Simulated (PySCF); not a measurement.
The system is CGaSeH3, in a box.

```
CELL_PARAMETERS angstrom
11.00000 0.00000 0.00000
0.00000 13.00000 0.00000
0.00000 0.00000 13.00000
ATOMIC_POSITIONS crystal
C 0.50823 0.47610 0.42603
Ga 0.52798 0.54461 0.55688
Se 0.52712 0.36967 0.54069
H 0.41961 0.47140 0.38971
H 0.58275 0.47252 0.37149
H 0.53911 0.63356 0.63374
```

Base run:

```yaml
Program: PySCF 2.14.0
Functional: HCTH407
Potentials_or_basis: pob-tzvp-rev2 (all-electron)
k_mesh: 1 × 1 × 1
Occupations: fixed
Spin: no spin polarisation
```

Its results: gap between the frontier levels 3.73 eV.

Q: The run is repeated on the same cell with these changes: functional from HCTH407 to PBE. What comes out?

A: Gap between the frontier levels 3.61 eV.

Caveats: this is a molecule in a periodic box at the Γ point, so its band gap is the HOMO-LUMO gap; relativity is left out, which matters for the heavier elements; the basis of atomic orbitals isn't converged, which shifts pressures, moduli and gaps.

